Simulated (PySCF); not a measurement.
# C3H10OSi (SMILES CO[SiH](C)C): levels of theory compared

We compute a comparison of 3 runs (HF/def2-SVP, B3LYP/6-31G*, SVWN5/6-311G**) of C3H10OSi. The job is set up through a Python script.

The calculation is run with PySCF 2.14.0.

**1. The structure to begin with**

C3H10OSi has 15 atoms, charge 0, and is taken as a singlet. SMILES: `CO[SiH](C)C`. Geometry: relaxed at PBE0-D4/def2-TZVP. This is one conformer, not always the lowest.

Bond lengths: C1–O2 1.404 Å, O2–Si3 1.650 Å, Si3–C4 1.858 Å, Si3–C5 1.867 Å, C1–H6 1.097 Å, C1–H7 1.092 Å, C1–H8 1.097 Å, Si3–H9 1.496 Å, C4–H10 1.093 Å, C4–H11 1.093 Å, C4–H12 1.092 Å, C5–H13 1.093 Å, C5–H14 1.094 Å, C5–H15 1.093 Å. Some angles: C1–O2–Si3 123.0°, O2–Si3–C4 106.3°, O2–Si3–C5 111.3°, C4–Si3–C5 111.9°, O2–C1–H6 111.7°, O2–C1–H7 108.5°, O2–C1–H8 111.7°, O2–Si3–H9 108.5°, C4–Si3–H9 110.7°, C5–Si3–H9 108.2°.

**2. Energy and forces at HF/def2-SVP (run 1)**

input.py reads:

```python
import pyscf.grad
from pyscf import gto, scf

molecule = gto.Mole()
molecule.atom = '''
C     -1.914671     0.052534     3.916457
O      0.247176    -0.367741     2.435290
Si     0.135115    -0.777055    -0.654412
C      3.401318    -1.583779    -1.657668
C     -1.069396     2.109501    -2.286380
H     -3.374673    -1.378366     3.568370
H     -1.375532    -0.044787     5.905961
H     -2.735001     1.921662     3.559110
H     -1.637259    -2.908289    -1.211692
H      4.699371    -0.034960    -1.232101
H      3.475206    -1.944339    -3.690257
H      4.073305    -3.272250    -0.679734
H      0.154202     3.733910    -1.923930
H     -1.140828     1.805633    -4.329552
H     -2.978964     2.592137    -1.664282
'''
molecule.unit = 'bohr'
molecule.basis = 'def2-svp'
molecule.max_memory = 1860
molecule.spin = 0
molecule.verbose = 4
molecule.build()

mf = scf.RHF(molecule)
mf.conv_tol = 1e-10
mf.kernel()
if not mf.converged:
    mf = mf.newton().run(mf.mo_coeff, mf.mo_occ)

energy = mf.e_tot
print('E = %.10f Eh' % energy)
grad = mf.Gradients().kernel()
mf.analyze()
```

On the command line:

```bash
$ OMP_NUM_THREADS=1 python input.py
```

What it wrote:

```text
PySCF version 2.14.0

[... 84 lines left out ...]
Nuclear Repulsion Energy =             249.229803092866973
[... 17 lines left out ...]
MO #12  energy= -0.920420752014735 occ= 2
[... 15 lines left out ...]
MO #28  energy= 0.208588572896873  occ= 0
[... 15 lines left out ...]
MO #44  energy= 0.589582108719701  occ= 0
[... 15 lines left out ...]
MO #60  energy= 0.915186624469486  occ= 0
[... 15 lines left out ...]
MO #76  energy= 1.55922099383556   occ= 0
[... 15 lines left out ...]
MO #92  energy= 2.11339652766777   occ= 0
[... 15 lines left out ...]
MO #108 energy= 2.77551328514315   occ= 0
[... 15 lines left out ...]
MO #124 energy= 3.76564289579548   occ= 0
[... 142 lines left out ...]
Dipole moment(X, Y, Z, Debye): -0.87175,  0.52375, -0.27934
```

It took 43 s on 1 thread of Intel Xeon at 2.50GHz (Skylake/Cascade Lake), shared host; peak memory 0.34 GiB.

**3. Energy and forces at B3LYP/6-31G(d) (Cartesian functions) (run 2)**

calc.py reads:

```python
# CO[SiH](C)C
import pyscf.grad
from pyscf import gto, dft

mol = gto.M(
    atom='''
C   -1.013200   0.027800   2.072500
O    0.130800  -0.194600   1.288700
Si   0.071500  -0.411200  -0.346300
C    1.799900  -0.838100  -0.877200
C   -0.565900   1.116300  -1.209900
H   -1.785800  -0.729400   1.888300
H   -0.727900  -0.023700   3.125300
H   -1.447300   1.016900   1.883400
H   -0.866400  -1.539000  -0.641200
H    2.486800  -0.018500  -0.652000
H    1.839000  -1.028900  -1.952800
H    2.155500  -1.731600  -0.359700
H    0.081600   1.975900  -1.018100
H   -0.603700   0.955500  -2.291100
H   -1.576400   1.371700  -0.880700
''',
    cart=True,
    charge=0,
    verbose=4,
    max_memory=1860,
    basis='6-31g*',
)

mf = dft.RKS(mol, xc='b3lyp')
mf.conv_tol = 1e-10
mf.grids.level = 5
mf.kernel()
if not mf.converged:
    mf = mf.newton().run(mf.mo_coeff, mf.mo_occ)

e_final = mf.e_tot
print(f'total energy: {e_final:.8f} hartree')
grad = mf.Gradients().kernel()
mf.analyze()
```

On the command line:

```bash
$ OMP_NUM_THREADS=1 python calc.py
```

What it wrote:

```text
PySCF version 2.14.0

[... 99 lines left out ...]
Total Energy =                        -485.106956263044083
[... 14 lines left out ...]
MO #8   energy= -3.63543718102365  occ= 2
[... 12 lines left out ...]
MO #21  energy= -0.387500642042064 occ= 2
[... 12 lines left out ...]
MO #34  energy= 0.173385518085786  occ= 0
[... 12 lines left out ...]
MO #47  energy= 0.570010211446034  occ= 0
[... 12 lines left out ...]
MO #60  energy= 0.907588377870395  occ= 0
[... 12 lines left out ...]
MO #73  energy= 1.33308959785114   occ= 0
[... 12 lines left out ...]
MO #86  energy= 2.2460650850636    occ= 0
[... 12 lines left out ...]
MO #99  energy= 4.23899086902901   occ= 0
[... 117 lines left out ...]
Dipole moment(X, Y, Z, Debye): -0.63095,  0.53590, -0.36651
```

It took 1.9 min on 1 thread of Intel Xeon at 2.50GHz (Skylake/Cascade Lake), shared host; peak memory 1 GiB.

**4. Energy and gradient at SVWN5/6-311G(d,p) (run 3)**

start.xyz reads:

```xyz
15

C     -1.013200     0.027800     2.072500
O      0.130800    -0.194600     1.288700
Si     0.071500    -0.411200    -0.346300
C      1.799900    -0.838100    -0.877200
C     -0.565900     1.116300    -1.209900
H     -1.785800    -0.729400     1.888300
H     -0.727900    -0.023700     3.125300
H     -1.447300     1.016900     1.883400
H     -0.866400    -1.539000    -0.641200
H      2.486800    -0.018500    -0.652000
H      1.839000    -1.028900    -1.952800
H      2.155500    -1.731600    -0.359700
H      0.081600     1.975900    -1.018100
H     -0.603700     0.955500    -2.291100
H     -1.576400     1.371700    -0.880700
```

run.py reads:

```python
# CO[SiH](C)C
from pyscf import gto, dft

system = gto.M(
    atom='start.xyz',
    verbose=3,
    max_memory=1860,
    basis='6-311g**',
)

myscf = dft.RKS(system)
myscf.xc = 'svwn'
myscf.conv_tol = 1e-10
myscf.grids.level = 5
myscf.kernel()
if not myscf.converged:
    myscf = myscf.newton().run(myscf.mo_coeff, myscf.mo_occ)

e_final = myscf.e_tot
print('E(%s) = %.9f' % ('SVWN5', e_final))
grad = myscf.nuc_grad_method().kernel()
myscf.analyze()
```

On the command line:

```bash
$ OMP_NUM_THREADS=1 python run.py
```

What it wrote:

```text
converged SCF energy = -482.314857367303
[... 15 lines left out ...]
MO #6   energy= -5.01136098357391  occ= 2
[... 18 lines left out ...]
MO #25  energy= -0.231245368451068 occ= 2
[... 18 lines left out ...]
MO #44  energy= 0.257325700535773  occ= 0
[... 18 lines left out ...]
MO #63  energy= 0.614888893157236  occ= 0
[... 18 lines left out ...]
MO #82  energy= 1.27301878612153   occ= 0
[... 18 lines left out ...]
MO #101 energy= 1.69175852367858   occ= 0
[... 18 lines left out ...]
MO #120 energy= 2.36772736233726   occ= 0
[... 18 lines left out ...]
MO #139 energy= 3.28807729637958   occ= 0
[... 18 lines left out ...]
MO #158 energy= 140.860547032063   occ= 0
[... 16 lines left out ...]
Dipole moment(X, Y, Z, Debye): -0.62426,  0.55037, -0.35486
```

Run time: 2.5 min. Hardware: 1 thread of Intel Xeon at 2.50GHz (Skylake/Cascade Lake), shared host; peak memory 1.2 GiB.

**5. Overview of the runs**

```tsv
run	level	Cartesian functions	integration grid	energy (Eh)	dipole moment (D)	HOMO energy (eV)	LUMO energy (eV)	wall time
1	HF/def2-SVP	no	–	-483.038344	1.05	-11.41	4.60	43 s
2	B3LYP/6-31G* (Cartesian functions)	yes	5	-485.106956	0.91	-7.25	1.73	1.9 min
3	SVWN5/6-311G**	no	5	-482.314857	0.90	-6.29	0.28	2.5 min
```

**6. What came out**

| quantity | value |
| --- | --- |
| run 3: total energy | -482.31486 Eh |
| run 3: dipole moment | 0.90 D |
| run 3: HOMO energy | -6.29 eV |
| run 3: LUMO energy | 0.28 eV |
| run 3: HOMO–LUMO gap | 6.58 eV |
| run 3: largest force on an atom | 0.504 eV/Å |

**Reading.** The dipole moment (its size) runs from 0.90 D (SVWN5/6-311G**) to 1.05 D (HF/def2-SVP). The two ends differ in method and basis. The HOMO–LUMO gap runs from 6.58 eV (SVWN5/6-311G**) to 16.01 eV (HF/def2-SVP). Totals of different functionals can't be ranked against each other. All runs together took 5.1 min, the longest 2.5 min.
